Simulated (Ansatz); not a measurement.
# SbH2+ (triplet): the correlation ladder, def2-SVP

Aim: climb from Hartree-Fock through coupled cluster and multireference methods for SbH2+ (triplet) at one geometry and basis, and see what each rung misses.

Computed with Ansatz 0.2.0, Gaussian basis. Level: def2-SVP, core rule «outside noble gas», up to 9 orbitals frozen.

Plan: UHF; CCSD(T) on ROHF; CCSD(T) on UHF; BCCD(T) on ROHF; CISD; CCSDT(Q) on ROHF; CCSDT(Q) on UHF; CISDTQ; CASSCF and MRCISD+Q, 6 electrons in 6 orbitals; CASSCF and NEVPT4(SD), 6 electrons in 6 orbitals; CASSCF and NEVPT2, 6 electrons in 6 orbitals; Full CI.

14 further runs of the same task are left out: 7 that didn't finish, 7 set aside as unsound or not needed.

**1. The system**

The geometry is a PBE0/def2-TZVP stationary point (not a proven minimum) of the parent state, kept for this charge and spin. No spin-orbit coupling is included. Elements past krypton take def2 core potentials.

3 atoms, charge 1, spin multiplicity 3.

Atoms are counted from 1 here; the program's logs count them from 0.

Bond lengths: Sb1–H2 1.709 Å, Sb1–H3 1.709 Å. Angles: H2–Sb1–H3 90.2°.

**2. UHF**

File in.yaml:

```yaml
crystal:
  periodic: [false, false, false]
  atoms:
    - {symbol: Sb, position_ang: [0.000000, -0.019641, 0.000000]}
    - {symbol: H, position_ang: [0.000000, 1.186306, -1.210269]}
    - {symbol: H, position_ang: [0.000000, 1.186365, 1.210211]}
basis:
  gaussian: {orbitals: def2-SVP}
total_charge: 1
magnetization: {spin_polarized: true, initial_magnetization: 2}
hamiltonian: {xc: hf}
output: {orbitals: {seedname: orbitals}}
```

The run is started by

```console
ansatz run in.yaml --threads 1 --pin off --events-out ev --progress --plain --max-ram 2393MiB
```

After this run come: CCSD(T) on ROHF; CCSD(T) on UHF; BCCD(T) on ROHF; CISD; CCSDT(Q) on ROHF; CCSDT(Q) on UHF; CISDTQ; CASSCF and MRCISD+Q, 6 electrons in 6 orbitals; CASSCF and NEVPT4(SD), 6 electrons in 6 orbitals; CASSCF and NEVPT2, 6 electrons in 6 orbitals; Full CI.

**Question.** What will the summary of the whole plan be? Wanted: FCI below the RHF energy; RMP2 from FCI; UMP2 from FCI; RCCSD from FCI; RCCSD(T) from FCI; UCCSD(T) from FCI; RCCSDT(Q) from FCI; UCCSDT(Q) from FCI; NEVPT2 valence from FCI.

**Answer**, as computed:

| quantity | value |
| --- | --- |
| FCI below the RHF energy | -2.5533 eV |
| RMP2 from FCI | +15.30 kcal/mol |
| UMP2 from FCI | +14.94 kcal/mol |
| RCCSD from FCI | +1.71 kcal/mol |
| RCCSD(T) from FCI | +0.42 kcal/mol |
| UCCSD(T) from FCI | -0.01 kcal/mol |
| RCCSDT(Q) from FCI | -0.02 kcal/mol |
| UCCSDT(Q) from FCI | -0.45 kcal/mol |
| NEVPT2 valence from FCI | +9.00 kcal/mol |
| NEVPT4(SD) valence from FCI | +1.01 kcal/mol |
| MRCISD+Q valence from FCI | -0.05 kcal/mol |
| levels within 1 kcal/mol (43 meV) | RCCSD(T), UCCSD(T), BCCD(T), RCCSDT, UCCSDT, CISDTQ, RCCSDT(Q), UCCSDT(Q), MRCISD+Q valence |
| T1 diagnostic | 0.021 |
| effectively unpaired electrons | 2.04 |

**Reading.** RCCSD(T) lands +0.42 kcal/mol from the yardstick (0.7 % of the correlation energy). UCCSDT, UCCSDT(Q), MRCISD+Q valence fall below full CI: unrestricted runs freeze a spin-polarised core, another one than full CI's, and coupled cluster isn't variational. One determinant dominates. Of the multireference levels listed MRCISD+Q valence comes nearest in total energy (-0.05 kcal/mol), which doesn't show that its space is the better one. These misses are within one basis, not against nature; the frozen cores of restricted and unrestricted runs differ, which can shift their rows.
